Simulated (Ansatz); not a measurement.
## C₂H₆AlFO, SMILES C[O][AlH][CH2]F: energies of removing a hydrogen, step by step

With the Python package of Ansatz (0.2.0).

Contents of `c2h6alfo.xyz`:
```text
11

C     0.09880    1.29590    1.45590
O    -0.35870   -0.00560    1.48040
Al    0.41250   -0.92940    0.07570
C    -0.37430   -1.00790   -1.69060
F    -1.64170   -0.33510   -1.65250
H     1.15040    1.45050    1.58250
H    -0.41120    1.88140    2.28600
H    -0.23300    1.85050    0.49250
H     1.86450   -1.61950    0.35100
H     0.21220   -0.56000   -2.43040
H    -0.65410   -2.07790   -1.92960
```

Notebook, run cell by cell (the value of a cell's last expression is shown):

**Cell 1**
```python
import ansatz as az
```

**Cell 2**
```python
SETTINGS = {
    "basis_set": "cc-pVDZ",
    "functional": "r2scan",
}
```

**Cell 3**
```python
def single_point(molecule, charge=0, unpaired=0):
    calc = molecule.calculation().basis(gaussian=SETTINGS["basis_set"]).functional(SETTINGS["functional"])
    if charge:
        calc = calc.charge(charge)
    if unpaired:
        calc = calc.spin("collinear", total=unpaired)
    report = calc.run().report
    if report["published_state_doubts"]:
        print("  doubts:", report["published_state_doubts"])
    return report["free_energy_ev"]
```

**Cell 4**
```python
def without(molecule, index):
    rest = az.Crystal.molecule()
    for i, site in enumerate(molecule.cartesian_sites):
        if i != index:
            rest = rest.atom(site.symbol, site.position_ang)
    return rest
```

**Cell 5**
```python
system = az.Crystal.molecule_from_extxyz("c2h6alfo.xyz")
```

**Cell 6**
```python
whole = single_point(system, 0)
hydrogen = single_point(az.Crystal.molecule().atom("H", (0, 0, 0)), 0, 1)
print(f"E(molecule) = {whole:.5f} eV, E(H) = {hydrogen:.5f} eV")
for index in [7, 8, 10]:
    radical = single_point(without(system, index), 0, 1)
    print(f"H{index}: homolysis {96.485332 * (radical + hydrogen - whole):.1f} kJ/mol")
```
Output:
```text
E(molecule) = -13528.10660 eV, E(H) = -13.58415 eV
H7: homolysis 402.5 kJ/mol
H8: homolysis 339.4 kJ/mol
H10: homolysis 410.6 kJ/mol
```

What to keep in mind:
- Total energies depend on the basis set; only differences at equal settings carry meaning.
- The geometry is a force-field or estimated start, not a minimum of this method, and the basis set is short of its limit. All parts are taken at fixed geometry, without zero-point energy.
- The whole script took 33 s on 1 thread of Arm Neoverse V2, with other jobs on the host, peak memory 0.28 GiB.
